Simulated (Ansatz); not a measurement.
# SnTe: a strain scan

This session takes SnTe and sets out to strain the cell along the Voigt pattern (0, 1, 0, 0, 0, 0).

Program: Ansatz 0.2.0. Level of theory: DFT PBEsol, scalar-relativistic, plane waves, PAW. These are calculated values, not measurements.

**1. The structure to begin with**

Symmetry: Fm-3m, No. 225, cubic system. The conventional cell has a = 6.313 Å, b = 6.313 Å, c = 6.313 Å, α = 90.00°, β = 90.00°, γ = 90.00°. Sn (site symmetry m-3m) is surrounded by 6 Te at 3.16 Å. Around Te (site symmetry m-3m) lie 6 Sn at 3.16 Å.

As a file:

```xyz
2
Lattice="0.0000 3.1565 3.1565 3.1565 0.0000 3.1565 3.1565 3.1565 0.0000" Properties=species:S:1:pos:R:3 pbc="T T T"
Sn    0.0000    0.0000    0.0000
Te    3.1565    3.1565    3.1565
```

No relaxation comes first: the listed cell is the starting point.

**2. Next: a strain scan**

The cell is strained by ε times the Voigt pattern (0, 1, 0, 0, 0, 0) (xx, yy, zz, yz, xz, xy; engineering shear), with fractional coordinates fixed (clamped ions). The stress on the pattern is the sum of the stress components weighted by it, tension positive.

**3. At ε = -0.0200**

Input file input.yaml:

```yaml
crystal:
  lattice:
    - [0.0, 3.09337, 3.1565]
    - [3.1565, 0.0, 3.1565]
    - [3.1565, 3.09337, 0.0]
  atoms:
    - { symbol: Sn, position: [0.0, 0.0, 0.0] }
    - { symbol: Te, position: [0.5, 0.5, 0.5] }
basis:
  ecutwfc: 420
kpoints:
  mp_grid: { grid: [10, 10, 10] }
hamiltonian:
  xc: pbesol
scf:
  occupations: { method: gaussian, width: 0.03 }
output:
  forces: true
  stress: true
  eigenvalues: true
```

The run is started by

```sh
$ ansatz run input.yaml --threads 1 --pin off --max-ram 2560MiB --backend cpu --events-out ev --progress --plain --runs-dir out
```

**4. ε = 0.0150**

Edit input.yaml of step 3 so:

```diff
@@ -2,5 +2,5 @@
   lattice:
-    - [0.0, 3.09337, 3.1565]
+    - [0.0, 3.2038475, 3.1565]
     - [3.1565, 0.0, 3.1565]
-    - [3.1565, 3.09337, 0.0]
+    - [3.1565, 3.2038475, 0.0]
   atoms:
@@ -20 +20,5 @@
   eigenvalues: true
+  write_density: true
+  write_potential: true
+  elf: true
+  volumetric_format: npy
```

**5. ε = -0.0100**

Edit input.yaml of step 4 so:

```diff
@@ -2,5 +2,5 @@
   lattice:
-    - [0.0, 3.2038475, 3.1565]
+    - [0.0, 3.124935, 3.1565]
     - [3.1565, 0.0, 3.1565]
-    - [3.1565, 3.2038475, 0.0]
+    - [3.1565, 3.124935, 0.0]
   atoms:
@@ -20,5 +20 @@
   eigenvalues: true
-  write_density: true
-  write_potential: true
-  elf: true
-  volumetric_format: npy
```

**6. Point ε = 0.0050**

Edit input.yaml of step 5 so:

```diff
@@ -2,5 +2,5 @@
   lattice:
-    - [0.0, 3.124935, 3.1565]
+    - [0.0, 3.1722825, 3.1565]
     - [3.1565, 0.0, 3.1565]
-    - [3.1565, 3.124935, 0.0]
+    - [3.1565, 3.1722825, 0.0]
   atoms:
```

**7. Point ε = 0.0200**

Edit input.yaml of step 6 so:

```diff
@@ -2,5 +2,5 @@
   lattice:
-    - [0.0, 3.1722825, 3.1565]
+    - [0.0, 3.21963, 3.1565]
     - [3.1565, 0.0, 3.1565]
-    - [3.1565, 3.1722825, 0.0]
+    - [3.1565, 3.21963, 0.0]
   atoms:
```

**8. Point ε = -0.0150**

Edit input.yaml of step 7 so:

```diff
@@ -2,5 +2,5 @@
   lattice:
-    - [0.0, 3.21963, 3.1565]
+    - [0.0, 3.1091525, 3.1565]
     - [3.1565, 0.0, 3.1565]
-    - [3.1565, 3.21963, 0.0]
+    - [3.1565, 3.1091525, 0.0]
   atoms:
```

**9. At ε = 0.0100**

Edit input.yaml of step 8 so:

```diff
@@ -2,5 +2,5 @@
   lattice:
-    - [0.0, 3.1091525, 3.1565]
+    - [0.0, 3.188065, 3.1565]
     - [3.1565, 0.0, 3.1565]
-    - [3.1565, 3.1091525, 0.0]
+    - [3.1565, 3.188065, 0.0]
   atoms:
```

**10. At ε = -0.0050**

Edit input.yaml of step 9 so:

```diff
@@ -2,5 +2,5 @@
   lattice:
-    - [0.0, 3.188065, 3.1565]
+    - [0.0, 3.1407175, 3.1565]
     - [3.1565, 0.0, 3.1565]
-    - [3.1565, 3.188065, 0.0]
+    - [3.1565, 3.1407175, 0.0]
   atoms:
```

**11. Point ε = 0.0175**

Edit input.yaml of step 10 so:

```diff
@@ -2,5 +2,5 @@
   lattice:
-    - [0.0, 3.1407175, 3.1565]
+    - [0.0, 3.21173875, 3.1565]
     - [3.1565, 0.0, 3.1565]
-    - [3.1565, 3.1407175, 0.0]
+    - [3.1565, 3.21173875, 0.0]
   atoms:
```

(Steps that only read results are left out.)

What does the calculation give? Wanted: slope of the stress at ε = 0, over ±0.0050.

**Answer**, as computed:

```
                                  quantity    value
slope of the stress at ε = 0, over ±0.0050  129 GPa
```

The slope of the stress at zero strain, 129 GPa, estimates C22 with clamped ions in this Cartesian frame; letting the atoms relax could not make it stiffer. The undisturbed cell stays the lowest of the sampled points. The gap on the mesh stays between 0.09 and 0.21 eV. These runs have no spin-orbit coupling; with Te it would split and shift bands.
